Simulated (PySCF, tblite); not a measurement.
**C8H14S: geometry, infrared bands and NMR shifts**

What infrared bands and NMR shifts should C8H14S (`CC/C(C)=C(/C)C(C)=S`) show?

Computed with tblite 0.8.0 and PySCF 2.14.0, with density-fitted response routines of our own, on a single molecule in the gas phase. Atoms are numbered from 0 throughout.

## (1) The molecule as given

23 atoms, charge 0, multiplicity 1; geometry from: force field or distance geometry start.

Bonds of the start (Å): C0–C1 1.52, C1–C2 1.44, C2–C3 1.51, C2–C4 1.32, C4–C5 1.51, C4–C6 1.44, C6–C7 1.51, C6–S8 1.62, C0–H9 1.10, C0–H10 1.10, C0–H11 1.12, C1–H12 1.16, C1–H13 1.08, C3–H14 1.11, C3–H15 1.10, C3–H16 1.11, C5–H17 1.12, C5–H18 1.08, C5–H19 1.11, C7–H20 1.10, C7–H21 1.13, C7–H22 1.10.

## (2) Relaxing the molecule with GFN2-xTB

What the job is given:

```
{"job": {"kind": "relax", "xc": "GFN2-xTB", "basis": "xTB"}, "charge": 0, "multiplicity": 1}
C      2.705100     0.598400    -0.689000
C      1.741300     0.379500     0.468600
C      0.582100    -0.409600     0.124200
C      0.830200    -1.811300    -0.373900
C     -0.680000    -0.023300     0.180700
C     -1.704000    -1.040800    -0.259700
C     -1.176000     1.263800     0.579700
C     -2.671700     1.431000     0.553900
S     -0.344300     2.554900     1.080100
H      3.703200     0.258300    -0.381100
H      2.327200     0.033500    -1.552400
H      2.793300     1.701000    -0.868300
H      2.332300    -0.304200     1.201800
H      1.646200     1.327600     0.972200
H      0.723500    -2.548900     0.446500
H      0.209600    -2.053000    -1.243900
H      1.880800    -1.815900    -0.723400
H     -1.387400    -2.085400     0.009700
H     -1.927200    -1.008900    -1.314700
H     -2.598900    -0.842500     0.367800
H     -3.176000     0.921200     1.394400
H     -2.950200     0.993800    -0.455700
H     -2.863900     2.507800     0.492600
```

Started as:

```
OMP_NUM_THREADS=1 python probes_run.py task.json out
```

One launch serves the whole session: the jobs run in the order shown.

**Question.** This job is followed by: GFN2-xTB harmonic vibrations, gas phase; GIAO PBE0/pcSseg-1 NMR shielding, non-relativistic, gas phase. Predict these results of the whole session: strongest single infrared mode (GFN2-xTB); zero-point energy (GFN2-xTB); 13C shifts against TMS (PBE0/pcSseg-1); 1H shifts against TMS (PBE0/pcSseg-1, means over atoms taken as alike); 33S shifts against CS2 (PBE0/pcSseg-1).

The runs gave:

```
                                                              quantity                                                  value
                             strongest single infrared mode (GFN2-xTB)                                  1607 cm⁻¹, 153 km/mol
                                          zero-point energy (GFN2-xTB)                                         123.9 kcal/mol
                                13C shifts against TMS (PBE0/pcSseg-1)  256.0, 168.3, 144.9, 43.4, 36.2, 26.9, 20.1, 17.0 ppm
1H shifts against TMS (PBE0/pcSseg-1, means over atoms taken as alike)                       3.08, 2.69, 2.06, 2.04, 1.24 ppm
                                33S shifts against CS2 (PBE0/pcSseg-1)                                                982 ppm
```

In words: The optimisation took 229 steps and gained 0.982 eV; among the close pairs (by a distance rule), C1–H12 changed most, from 1.164 to 1.093 Å. All 63 modes are real, so the xTB geometry is a minimum. The strongest single mode, at 1607 cm⁻¹, moves mainly C2 and C4. Unscaled tight-binding wavenumbers are off by several per cent, some by more. Its intensities can rank the bands wrongly. C6 (thiocarbonyl carbon) lies farthest downfield among carbon, at 256.0 ppm; low-lying n→π* states of the double bond to the heteroatom give a large paramagnetic term (-327 ppm). At PBE0/pcSseg-1: The largest span, 2270 ppm, is at S8, where the paramagnetic term is -1538 ppm.
